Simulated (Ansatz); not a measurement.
# AlH4OSe+ (SMILES [OH2+][Se][AlH2]): single points off equilibrium

An exercise on one series of results from a longer session: the logs are not shown, and one member is left open.

Method: single points in def2-TZVPP; program: Ansatz 0.2.0, Gaussian basis.

Cores are frozen in the correlated methods. Filled d shells of the heavier atoms are correlated. B3LYP uses VWN-RPA correlation.

### The system as given

SMILES `[OH2+][Se][AlH2]`, 7 atoms, charge 1, spin multiplicity 1.

Atoms are counted from 1 here; the program's logs count them from 0.

Bond lengths: O1–Se2 2.078 Å, O1–H4 0.929 Å, O1–H5 1.036 Å, Se2–Al3 2.450 Å, Al3–H6 1.535 Å, Al3–H7 1.504 Å. Angles: Se2–O1–H4 112.2°, Se2–O1–H5 111.1°, H4–O1–H5 107.0°, O1–Se2–Al3 116.2°, Se2–Al3–H6 113.6°, Se2–Al3–H7 117.2°, H6–Al3–H7 127.8°.

Geometry (Å):

```xyz
7

O    -0.8255   -0.1721   -1.7260
Se    0.1515   -1.0172   -0.0983
Al    0.7298    0.5093    1.7288
H    -1.6459   -0.5766   -1.8910
H    -0.2614   -0.2661   -2.5898
H    -0.2933    0.5126    2.8737
H     2.1221    1.0790    1.7350
```

Set-up of the first run:

Contents of run/in.yaml:

```yaml
crystal:
  periodic: [false, false, false]
  atoms:
    - {symbol: O, position_ang: [-0.825500, -0.172100, -1.726000]}
    - {symbol: Se, position_ang: [0.151500, -1.017200, -0.098300]}
    - {symbol: Al, position_ang: [0.729800, 0.509300, 1.728800]}
    - {symbol: H, position_ang: [-1.645900, -0.576600, -1.891000]}
    - {symbol: H, position_ang: [-0.261400, -0.266100, -2.589800]}
    - {symbol: H, position_ang: [-0.293300, 0.512600, 2.873700]}
    - {symbol: H, position_ang: [2.122100, 1.079000, 1.735000]}
basis:
  gaussian: {orbitals: def2-TZVPP}
total_charge: 1
correlation: {method: ccsd_t}
output: {forces: true}
```

The command line of these runs was not kept.

Among the steps run: CCSD(T)/def2-TZVPP; PBE0-D4/def2-TZVPP; wB97M-V/def2-TZVPP; r2SCAN-D4/def2-TZVPP; PBE-D4/def2-TZVPP; B3LYP-D4/def2-TZVPP; LC-wPBE/def2-TZVPP.

One of the session's tables, all rows but one given; the rest of the session is left out.

```
   method  RMS force component (eV/Å)  angle to CCSD(T) forces (°)
  CCSD(T)                       1.271                    reference
  PBE0-D4                       1.282                          2.5
  wB97M-V                           ?                            ?
r2SCAN-D4                       1.266                          2.5
   PBE-D4                       1.293                          8.7
 B3LYP-D4                       1.255                          3.1
  LC-wPBE                       1.292                          4.1
```

Estimate the missing values for wB97M-V.

**Answer.** RMS force component (eV/Å): 1.264; angle to CCSD(T) forces (°): 2.7. In the column «RMS force component (eV/Å)» it lies between B3LYP-D4 (1.255) and r2SCAN-D4 (1.266).
